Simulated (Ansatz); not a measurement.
# CH2BF3O2Se: one species, many methods

How much do the methods differ for CH2BF3O2Se? The plan is to run it at one geometry with functionals of several rungs and with coupled cluster, and see how far each lands from CCSD(T) at the basis-set limit for the atomisation energy.

Method: functionals in def2-TZVPP, the program's frozen cores in correlated methods; program: Ansatz 0.2.0, Gaussian basis.

Levels to be run: PBE-D4, r2SCAN-D4, PBE0-D4, B3LYP-D4, ωB97X-V, ωB97M-V, B2PLYP; CCSD(T)/def2-TZVPP; MP2/def2-QZVPP; extrapolation to the limit.

## (1) Structure used throughout

All runs share one geometry, relaxed beforehand with PBE0-D4 in a triple-zeta def2 set.

10 atoms, charge 0, spin multiplicity 1.

Atoms are counted from 1 here; the program's logs count them from 0.

Bond lengths: O1–B2 1.360 Å, O1–H9 0.959 Å, B2–O3 1.348 Å, B2–Se4 1.978 Å, O3–H10 0.963 Å, Se4–C5 1.966 Å, C5–F6 1.327 Å, C5–F7 1.335 Å, C5–F8 1.327 Å. Angles: B2–O1–H9 116.3°, O1–B2–O3 120.6°, O1–B2–Se4 119.6°, O3–B2–Se4 119.8°, B2–O3–H10 112.5°, B2–Se4–C5 99.0°, Se4–C5–F6 112.7°, Se4–C5–F7 107.3°, Se4–C5–F8 112.7°, F6–C5–F7 107.9°, F6–C5–F8 108.0°, F7–C5–F8 107.9°.

## (2) PBE-D4 (GGA)

Contents of in.yaml:

```yaml
crystal:
  periodic: [false, false, false]
  atoms:
    - {symbol: O, position_ang: [0.701939, 0.111851, -2.403305]}
    - {symbol: B, position_ang: [0.439244, 0.175753, -1.070769]}
    - {symbol: O, position_ang: [1.112753, 1.033736, -0.279138]}
    - {symbol: Se, position_ang: [-0.944836, -1.003276, -0.290927]}
    - {symbol: C, position_ang: [-0.818934, -0.426379, 1.583890]}
    - {symbol: F, position_ang: [-1.108084, 0.858801, 1.745666]}
    - {symbol: F, position_ang: [-1.708544, -1.138057, 2.279087]}
    - {symbol: F, position_ang: [0.379955, -0.646545, 2.108965]}
    - {symbol: H, position_ang: [0.186557, -0.519988, -2.907583]}
    - {symbol: H, position_ang: [1.759939, 1.554094, -0.765887]}
basis:
  gaussian: {orbitals: def2-TZVPP}
hamiltonian: {xc: pbe, dispersion: d4}
output: {forces: true, orbitals: {seedname: orbitals}}
```

Command:

```console
ansatz run in.yaml --threads 2 --pin off --events-out ev --progress --plain --max-ram 22528MiB --backend cuda --devices 0, --max-vram 18GiB
```

Further steps of the session: r2SCAN-D4 (meta-GGA); PBE0-D4 (hybrid); B3LYP-D4 (hybrid); ωB97X-V (range-separated); ωB97M-V (range-separated); B2PLYP (double hybrid); CCSD(T) in def2-TZVPP; MP2 in def2-QZVPP.

Before running them: what should the planned runs give, taken together? Wanted: atomisation energy, CCSD(T)/CBS; farthest; mean size of error, hybrid; mean size of error, range-separated; gap, smallest and largest; T1 diagnostic; triples share of the correlation energy.

**Answer**, as computed:

```
                               quantity                                 value
        atomisation energy, CCSD(T)/CBS                        977.9 kcal/mol
functionals within 9.8 kcal/mol (1.0 %)   PBE0-D4, B3LYP-D4, ωB97X-V, ωB97M-V
                               farthest               PBE-D4 (+43.8 kcal/mol)
             mean size of error, hybrid                          5.4 kcal/mol
    mean size of error, range-separated                          2.7 kcal/mol
              gap, smallest and largest  4.77 eV (PBE-D4), 11.36 eV (ωB97X-V)
                          T1 diagnostic                                0.0121
triples share of the correlation energy                                 3.5 %
```

**Reading.** PBE-D4 is off by +43.8 kcal/mol. Double hybrids carry the basis error of their MP2 part in triple zeta, and no dispersion term here, so their miss is partly the set-up's. The reference freezes the cores and leaves out relativity and excitations past (T), and its outer-core shells are covered unevenly, so misses under about 9.8 kcal/mol can't be ranked. All levels share the lack of spin-orbit coupling, which lowers the free heavy atoms and so the true binding. Hartree-Fock recovers 67 % of the binding; the rest is correlation. Orbital gaps span 4.8 to 11.4 eV; exact exchange widens them. Correlated methods include outer-core shells of Se, which these sets cover unevenly.
